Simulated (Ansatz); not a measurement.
**CH6F2GeSi: up Jacob's ladder to CCSD(T)**

Aim: compute CH6F2GeSi with functionals from several rungs and with coupled cluster. The yardstick is the atomisation energy at the CCSD(T) limit.

The runs use Ansatz 0.2.0, Gaussian basis; functionals in def2-TZVPP, the program's frozen cores in correlated methods.

Levels to be run: PBE-D4, r2SCAN-D4, PBE0-D4, B3LYP-D4, ωB97X-V, ωB97M-V, B2PLYP; CCSD(T)/def2-TZVPP; MP2/def2-QZVPP; extrapolation to the limit.

## Step 1: The geometry

The geometry comes from an earlier relaxation with PBE0-D4 in a triple-zeta def2 set; it is a stationary point, not always the lowest conformer.

SMILES `[CH3][Ge]([F])([F])[SiH3]`, 11 atoms, charge 0, spin multiplicity 1.

Atoms are counted from 1 here; the program's logs count them from 0.

Bond lengths: C1–Ge2 1.931 Å, C1–H6 1.091 Å, C1–H7 1.091 Å, C1–H8 1.091 Å, Ge2–F3 1.741 Å, Ge2–F4 1.741 Å, Ge2–Si5 2.389 Å, Si5–H9 1.485 Å, Si5–H10 1.482 Å, Si5–H11 1.485 Å. Angles: Ge2–C1–H6 108.5°, Ge2–C1–H7 110.2°, Ge2–C1–H8 110.2°, H6–C1–H7 109.3°, H6–C1–H8 109.3°, H7–C1–H8 109.3°, C1–Ge2–F3 106.8°, C1–Ge2–F4 106.8°, C1–Ge2–Si5 123.2°, F3–Ge2–F4 103.5°, F3–Ge2–Si5 107.5°, F4–Ge2–Si5 107.4°, Ge2–Si5–H9 108.6°, Ge2–Si5–H10 108.8°, Ge2–Si5–H11 108.6°, H9–Si5–H10 110.6°, H9–Si5–H11 109.6°, H10–Si5–H11 110.6°.

## Step 2: PBE-D4 (GGA)

Contents of in.yaml:

```yaml
crystal:
  periodic: [false, false, false]
  atoms:
    - {symbol: C, position_ang: [-1.165069, -1.322436, 0.671587]}
    - {symbol: Ge, position_ang: [0.408248, -0.539241, -0.129494]}
    - {symbol: F, position_ang: [1.772208, -1.079043, 0.807932]}
    - {symbol: F, position_ang: [0.635816, -1.325906, -1.665700]}
    - {symbol: Si, position_ang: [0.665581, 1.809388, -0.482554]}
    - {symbol: H, position_ang: [-1.030545, -2.404025, 0.712674]}
    - {symbol: H, position_ang: [-1.304075, -0.937980, 1.682621]}
    - {symbol: H, position_ang: [-2.047340, -1.091617, 0.073569]}
    - {symbol: H, position_ang: [0.577401, 2.498693, 0.829639]}
    - {symbol: H, position_ang: [1.984152, 2.056480, -1.112736]}
    - {symbol: H, position_ang: [-0.431077, 2.278584, -1.366838]}
basis:
  gaussian: {orbitals: def2-TZVPP}
hamiltonian: {xc: pbe, dispersion: d4}
output: {forces: true, orbitals: {seedname: orbitals}}
```

Launch:

```bash
> ansatz run in.yaml --threads 2 --pin off --events-out ev --progress --plain --max-ram 22528MiB --backend cpu
```

After this run come: r2SCAN-D4 (meta-GGA); PBE0-D4 (hybrid); B3LYP-D4 (hybrid); ωB97X-V (range-separated); ωB97M-V (range-separated); B2PLYP (double hybrid); CCSD(T) in def2-TZVPP; MP2 in def2-QZVPP.

Q: Predict the results of all the runs planned. Wanted: atomisation energy, CCSD(T)/CBS; farthest; mean size of error, hybrid; mean size of error, range-separated; gap, smallest and largest; T1 diagnostic; triples share of the correlation energy.

As calculated:

| quantity | value |
| --- | --- |
| atomisation energy, CCSD(T)/CBS | 3777.1 kJ/mol |
| functionals within 37.8 kJ/mol (1.0 %) | PBE-D4, r2SCAN-D4, B3LYP-D4, ωB97X-V, ωB97M-V |
| farthest | B2PLYP (-60.4 kJ/mol) |
| mean size of error, hybrid | 43.0 kJ/mol |
| mean size of error, range-separated | 16.3 kJ/mol |
| gap, smallest and largest | 6.07 eV (PBE-D4), 12.47 eV (ωB97X-V) |
| T1 diagnostic | 0.0122 |
| triples share of the correlation energy | 3.2 % |

**Reading.** PBE-D4 misses by +5.5 kJ/mol. Double hybrids carry the basis error of their MP2 part in triple zeta, and no dispersion term here, so their miss is partly the set-up's. Misses under about 37.8 kJ/mol are within the doubt on the reference itself, which lacks core-valence correlation, relativity and higher excitations, and its outer-core shells are covered unevenly. Hartree-Fock recovers 74 % of the binding; the rest is correlation. Orbital gaps span 6.1 to 12.5 eV; exact exchange widens them. Correlated methods include outer-core shells of Ge, which these sets cover unevenly.
